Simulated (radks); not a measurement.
# Ne²⁺ in [He] 2s2 2p2 3d2: an all-electron calculation

One table from this session's results is given with a row withheld; the runs are named, their logs left out.

The numbers are computed with radks (a radial shooting solver on a logarithmic mesh, Libxc functionals) version 1 (scalar-relativistic Kohn-Sham, LDA (Slater exchange, Perdew-Wang correlation), spin-polarised, spherical densities, finite nucleus; open shells are filled with parallel spins first), except any that are marked as measured or tabulated.

### The system

| Quantity | Value |
| --- | --- |
| element | neon (Z = 10) |
| charge | +2 |
| electrons | 8 |
| configuration | [He] 2s2 2p2 3d2 |
| nuclear rms radius | 3.0055 fm |

Outer shells as boxes (Hund's rule):

Ne²⁺
```
[He] core
2s [↑↓]
2p [↑ ][↑ ][  ]
3d [↑ ][↑ ][  ][  ][  ]
```

Set-up of the first run:

The run's settings:

```text
Z 10
configuration [He] 2s2 2p2 3d2
relativity scalar-relativistic
functional lda,pw
spin polarised
nucleus finite rms 3.0055 fm
c 137.035999084
```

Launch:

```sh
$ python run_ks.py task.json out
```

All runs below come from this command, one after another.

One table of the session follows, with a row left open; its other results are not shown here.

It belongs to the step «Radial structure». Sizes of the orbitals, from the radial functions (bohr):

| level | <r> | outermost maximum (interpolated) | 90 % within |
| --- | --- | --- | --- |
| 1s up | ? | ? | ? |
| 1s down | 0.1580 | 0.103 | 0.282 |
| 2s up | 0.7687 | 0.631 | 1.20 |
| 2s down | 0.7793 | 0.637 | 1.22 |
| 2p up | 0.7089 | 0.534 | 1.17 |
| 2p down | 0.7245 | 0.542 | 1.20 |
| 3d up | 2.601 | 2.16 | 4.06 |
| 3d down | 2.889 | 2.32 | 4.57 |

**Question.** Estimate the row for 1s up.

**Answer.** <r>: 0.1585; outermost maximum (interpolated): 0.103; 90 % within: 0.284. In the column «<r>» it lies between 1s down (0.1580) and 2p up (0.7089).
